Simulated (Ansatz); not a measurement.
# 3 structures of ScF3: a ranking of polymorphs by energy

Run with Ansatz 0.2.0 through its Python package.

`run_polymorphs.py`
```python
'''Polymorphs of ScF3, at the given cells.'''

import csv
import warnings

import ansatz as az
import numpy as np


def run_phase(name, crystal):
    calc = (
        crystal.calculation()
        .functional(az.Functional.LDA)
        .basis(260, xc_grid=3)  # a bare number is in eV
        .mixing('msr1')
        .scf(tolerance=1e-05, lower_state_search='light')
        .kpoints(spacing=0.4)  # the mesh must be finer for metals
        .occupations('fixed')  # no smearing
        .stress()  # GPa
        .band_table()
    )
    return calc.run()


def pressure_gpa(outcome):
    return float(np.trace(outcome.report['stress_gpa']) / 3)


def volume_per_atom(outcome):
    return abs(np.linalg.det(outcome.lattice.cell_ang)) / len(outcome.lattice.sites)


def gap_ev(outcome):
    # nan where the run reports no band edges: a metal, overlapping bands, or a gap that is small against the smearing
    edges = outcome.report.get('band_edges_ev')
    return edges[1] - edges[0] if edges else float('nan')

warnings.simplefilter('ignore', az.DeckWarning)

phases = {}
pm_3m = (
    az.Lattice.cubic(4.01245)
    .space_group(221)
    .atom('Sc', [0.0, 0.0, 0.0])
    .atom('F', [0.5, 0.0, 0.0])
)
phases['Pm-3m'] = pm_3m
r32 = (
    az.Lattice.of([2.833416, 1.635874, 2.339264], [-2.833416, 1.635874, 2.339264], [0.0, -3.271747, 2.339264])
    .atom('Sc', [0.0, 0.0, 0.0])
    .atom('F', [0.5, 0.275, 0.725])
    .atom('F', [0.725, 0.5, 0.275])
    .atom('F', [0.275, 0.725, 0.5])
)
phases['R32'] = r32
r_3c = (
    az.Lattice.from_parameters(5.244449, 5.244449, 14.109221, alpha=90, beta=90, gamma=120)
    .space_group(167)
    .atom('Sc', [0.0, 0.0, 0.5])
    .atom('F', [0.935633, 0.268967, 0.416667])
    .primitive()
)
phases['R-3c'] = r_3c

done = {}
for name, crystal in phases.items():
    try:
        done[name] = run_phase(name, crystal)
    except az.NonConvergedError as error:
        print(name, 'did not converge:', str(error)[:120])

energy = {name: o.report['energy_sigma0_ev'] / len(o.lattice.sites) for name, o in done.items()}
lowest = min(energy.values())
rows = [(name, len(o.lattice.sites), 1000 * (energy[name] - lowest), pressure_gpa(o), volume_per_atom(o), gap_ev(o)) for name, o in done.items()]
rows.sort(key=lambda row: row[2])
with open('polymorphs.csv', 'w', newline='') as handle:
    writer = csv.writer(handle)
    writer.writerow(['phase', 'atoms', 'dE (meV/atom)', 'P (GPa)', 'V (A^3/atom)', 'gap (eV)'])
    writer.writerows([round(v, 4) if isinstance(v, float) else v for v in row] for row in rows)
print(open('polymorphs.csv').read())
```

```console
$ python run_polymorphs.py
phase,atoms,dE (meV/atom),P (GPa),V (A^3/atom),gap (eV)
R-3c,8,0.0,-4.1328,14.003,6.7916
Pm-3m,4,43.2359,-6.2555,16.1499,6.2553
R32,4,1850.9747,-21.4173,16.2641,1.8935
```

By space group at the end of each run: R-3c (+0 meV an atom, 14.0 Å³), Pm-3m (+43 meV an atom, 16.1 Å³) and R32 (+1851 meV an atom, 16.3 Å³).

Notes:
- These settings explore the input space; cutoff and mesh may be short of convergence.
- The cutoff lies under the one recommended for these potentials.
- Spin is left out of this run.
- Semilocal gaps usually lie well under measured ones.
- Under the recommended cutoff a pressure can be off by several GPa, even in sign.
- The program warned that this SCF threshold is loose for forces or stresses.
- Pressure is positive in compression.
- The cells come from databases of deposited and of computed structures, and not all need be stable phases.
- Levels are Kohn-Sham eigenvalues on this mesh.
- The ranking holds among these structures alone, at zero temperature; the ground state may be another structure. Differences under 10 to 15 meV an atom lie within the error of mesh and functional.
- The script silences the warnings on its input, which a real study should read.
- Run time: 3.3 s on 1 thread of Arm Neoverse V2, on a shared host, peak memory 0.4 GiB.
